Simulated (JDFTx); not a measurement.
The system is AlPt.

```
Pt Al
1.0
     3.09155    0.00000    0.00000
     0.00000    3.09155    0.00000
     0.00000    0.00000    3.09155
Pt Al
1 1
Direct
  0.50000 0.50000 0.50000
  0.00000 0.00000 0.00000
```

Measurements of this composition are mostly on another form, of space group No. 198.

```yaml
Program: JDFTx 1.7.0 (patched build)
Task: single point
Functional: PBEsol
Potentials_or_basis: PseudoDojo-SR-PBEsol-0.4.1-standard with smoothed tails
Cutoff: 1143 eV
Density_cutoff: 9143 eV
k_mesh: 9 × 9 × 9
Occupations: fermi-dirac, width 0.05 eV
Spin: no spin polarisation
```

On this cell: pressure -6.0 GPa; largest force zero by symmetry; band gap on the k mesh none (metal or under the smearing width).

The same run follows on a disturbed copy (atoms moved at random, drawn with an rms of 0.05 Å):

```
Pt Al
1.0
     3.09155    0.00000    0.00000
     0.00000    3.09155    0.00000
     0.00000    0.00000    3.09155
Pt Al
1 1
Direct
  0.50628 0.51970 0.49067
  0.99902 0.99472 0.00385
```

Q: What does the disturbed cell give?

A: The energy (extrapolated to zero smearing) moves by +7.5 meV/atom; pressure -5.5 GPa; largest force 0.339 eV/Å; band gap on the k mesh none (metal or under the smearing width).

Forces on the atoms (eV/Å):
```
Pt  -0.086 -0.289  0.155
Al   0.086  0.288 -0.155
```

Stress tensor (GPa, compression positive):
```
-5.37  0.22 -0.12
 0.22 -5.59 -0.40
-0.12 -0.40 -5.41
```
